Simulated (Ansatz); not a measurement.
**YAu2: one contact scaled**

One table from this session's results is given with a row withheld; the runs are named, their logs left out.

Computed with Ansatz 0.2.0 (DFT, r2SCAN, PAW with Ansatz's default frozen-core files, scalar-relativistic, unless a step's input says otherwise).

2 further runs of the same task are left out: 2 that didn't finish.

## Starting point

It takes space group I4/mmm (No. 139, tetragonal). Conventional cell: a = 3.723 Å, b = 3.723 Å, c = 9.031 Å, α = 90.00°, β = 90.00°, γ = 90.00°. Y (site symmetry 4/mmm) has 10 Au at 3.02 to 3.03 Å as nearest neighbours. Au (site symmetry 4mm) has 5 Au at 2.98 to 3.05 Å and 5 Y at 3.02 to 3.03 Å as nearest neighbours.

As a file:

```cif
data_structure
_symmetry_space_group_name_H-M 'I4/mmm'
_symmetry_Int_Tables_number 139
_cell_length_a 3.7228
_cell_length_b 3.7228
_cell_length_c 9.0312
_cell_angle_alpha 90.000
_cell_angle_beta 90.000
_cell_angle_gamma 90.000
_cell_volume 125.17
loop_
_atom_site_label
_atom_site_type_symbol
_atom_site_symmetry_multiplicity
_atom_site_Wyckoff_symbol
_atom_site_fract_x
_atom_site_fract_y
_atom_site_fract_z
_atom_site_occupancy
Y1 Y 2 a 0.00000 0.00000 0.00000 1
Au1 Au 4 e 0.50000 0.50000 0.16515 1
```

The file gives the conventional cell by its symmetry; the runs use the cell typed in the input.

Atoms are numbered in the order of the input: Y1, Au2, Au3.

The first run:

input.yaml

```yaml
crystal:
  lattice:
    - [-1.861408174, 1.861408174, 4.515619608]
    - [1.861408174, -1.861408174, 4.515619608]
    - [1.861408174, 1.861408174, -4.515619608]
  atoms:
    - { symbol: "Y", position: [0.0, 0.0, 0.0] }
    - { symbol: Au, position: [0.66514673, 0.66514673, 0.0] }
    - { symbol: Au, position: [0.33485327, 0.33485327, 0.0] }
kpoints:
  mp_grid: { grid: [11, 11, 11] }
scf:
  occupations: { method: fermi_dirac, width: 0.05 }
hamiltonian:
  xc: r2scan
  pseudopotentials: { kind: paw }
output:
  forces: true
  stress: true
  eigenvalues: true
  efg: { contact_densities: true }
  populations: true
```

On the command line:

```
ansatz run input.yaml --threads 1 --pin off --max-ram 3072MiB --backend cpu --events-out ev --progress --plain --runs-dir out
```

Among the steps run: Shortest bond scaled by 1, PAW; Shortest bond scaled by 0.94, PAW; Shortest bond scaled by 0.82, PAW; Shortest bond scaled by 0.64, PAW; Shortest bond scaled by 0.58, PAW; Shortest bond scaled by 0.58, PAW (partial_waves polarizable).

One of the session's tables, all rows but one given; the rest of the session is left out.

```
                         method  length (Å)  F from the given length (eV/cell)  force along the bond (eV/Å)  pressure (GPa)  largest force (eV/Å)
                            PAW       1.730                             19.859                       75.862          130.06                75.862
                            PAW       1.909                              9.941                       38.988           75.36                38.988
                            PAW       2.446                              0.989                        4.965           11.55                 4.965
                            PAW       2.804                                  ?                            ?               ?                     ?
                            PAW       2.983                              0.000                        0.016            0.00                 0.016
PAW (partial_waves polarizable)       1.730                                  –                       75.769          129.93                75.769
```

Q: Estimate the row for PAW, 2.804 from the others.

The run gave: F from the given length (eV/cell): 0.078; force along the bond (eV/Å): 0.916; pressure (GPa): 1.49; largest force (eV/Å): 0.916.

Limits of these values: Warnings in the runs' records: gradients without spin orbit.
